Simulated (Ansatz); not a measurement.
# Rb2TiRhC6N6: the cost of one run

Computed with Ansatz 0.2.0 (DFT PBE, scalar-relativistic, plane waves, PAW, unless a step's input says otherwise).

1 further run of the same task is left out (it didn't finish). Runs told in other sessions of the task aren't counted.

### 1 Starting point

It takes space group Fm-3m (No. 225, cubic). Conventional cell: a = 10.674 Å, b = 10.674 Å, c = 10.674 Å, α = 90.00°, β = 90.00°, γ = 90.00°. Rb (site symmetry -43m) is surrounded by 12 C at 3.81 Å and 12 N at 3.84 Å. Around Ti (site symmetry m-3m) lie 6 C at 2.17 Å. Around Rh (site symmetry m-3m) lie 6 N at 1.99 Å. C (site symmetry 4mm) has 1 N at 1.18 Å in its first shell of neighbours. N (site symmetry 4mm) has 1 C at 1.18 Å and 1 Rh at 1.99 Å in its first shell of neighbours.

As a file:

```
CELL_PARAMETERS angstrom
0.00000 5.33691 5.33691
5.33691 0.00000 5.33691
5.33691 5.33691 0.00000
ATOMIC_POSITIONS crystal
Rb 0.25000 0.25000 0.25000
Rb 0.75000 0.75000 0.75000
Ti 0.00000 0.00000 0.00000
Rh 0.50000 0.50000 0.50000
C 0.79681 0.20319 0.20319
C 0.20319 0.79681 0.20319
C 0.20319 0.20319 0.79681
C 0.20319 0.79681 0.79681
C 0.79681 0.20319 0.79681
C 0.79681 0.79681 0.20319
N 0.68597 0.31403 0.31403
N 0.31403 0.68597 0.31403
N 0.31403 0.31403 0.68597
N 0.31403 0.68597 0.68597
N 0.68597 0.31403 0.68597
N 0.68597 0.68597 0.31403
```

The cell was relaxed beforehand at this level, from a generated guess; it needn't be the stable form of this composition. At a tolerance of 0.02 Å it has space group Fm-3m (No. 225); it has 19.00 Å³/atom, an uncorrected energy of +0.04 eV/atom over the elements.

### 2 Bands, states and charges

Contents of input.yaml:

```yaml
crystal:
  lattice:
    - [0.0, 5.3369139172, 5.3369139172]
    - [5.3369139172, 0.0, 5.3369139172]
    - [5.3369139172, 5.3369139172, 0.0]
  atoms:
    - { symbol: Rb, position: [0.25, 0.25, 0.25] }
    - { symbol: Rb, position: [0.75, 0.75, 0.75] }
    - { symbol: Ti, position: [0.0, 0.0, 0.0], spin: 1.09 }
    - { symbol: Rh, position: [0.5, 0.5, 0.5] }
    - { symbol: C, position: [0.7968064463, 0.2031935537, 0.2031935537] }
    - { symbol: C, position: [0.2031935537, 0.7968064463, 0.2031935537] }
    - { symbol: C, position: [0.2031935537, 0.2031935537, 0.7968064463] }
    - { symbol: C, position: [0.2031935537, 0.7968064463, 0.7968064463] }
    - { symbol: C, position: [0.7968064463, 0.2031935537, 0.7968064463] }
    - { symbol: C, position: [0.7968064463, 0.7968064463, 0.2031935537] }
    - { symbol: "N", position: [0.6859709991, 0.3140290009, 0.3140290009] }
    - { symbol: "N", position: [0.3140290009, 0.6859709991, 0.3140290009] }
    - { symbol: "N", position: [0.3140290009, 0.3140290009, 0.6859709991] }
    - { symbol: "N", position: [0.3140290009, 0.6859709991, 0.6859709991] }
    - { symbol: "N", position: [0.6859709991, 0.3140290009, 0.6859709991] }
    - { symbol: "N", position: [0.6859709991, 0.6859709991, 0.3140290009] }
basis:
  ecutwfc: 420
kpoints:
  mp_grid: { grid: [6, 6, 6] }
  band_path:
    path:
      - [[0.0, 0.0, 0.0], [0.5, 0.0, 0.5], [0.625, 0.25, 0.625]]
      - [[0.375, 0.375, 0.75], [0.0, 0.0, 0.0], [0.5, 0.5, 0.5], [0.5, 0.25, 0.75], [0.5, 0.0, 0.5]]
    npoints: 10
hamiltonian:
  xc: pbe
scf:
  occupations: { method: gaussian, width: 0.02 }
  n_extra_bands: 40
output:
  forces: true
  stress: true
  eigenvalues: true
  populations: true
  dos: { projected: true, de: 0.02, nscf_kmesh: { grid: [9, 9, 9] } }
  bader: false
magnetization:
  spin_polarized: true
checkpoint:
  read: start.run
  write: ck
  compress: false
  write_wavefunctions: false
  write_every: 100000
```

Started as:

```console
$ ansatz run input.yaml --threads 1 --pin off --max-ram 2560MiB --backend cpu --events-out ev --progress --plain --runs-dir out
```

Q: Estimate wall time and peak memory on 1 thread of Intel Xeon 6975P-C (Granite Rapids), shared host.

About 2.2 min, with a peak of 1.8 GiB.
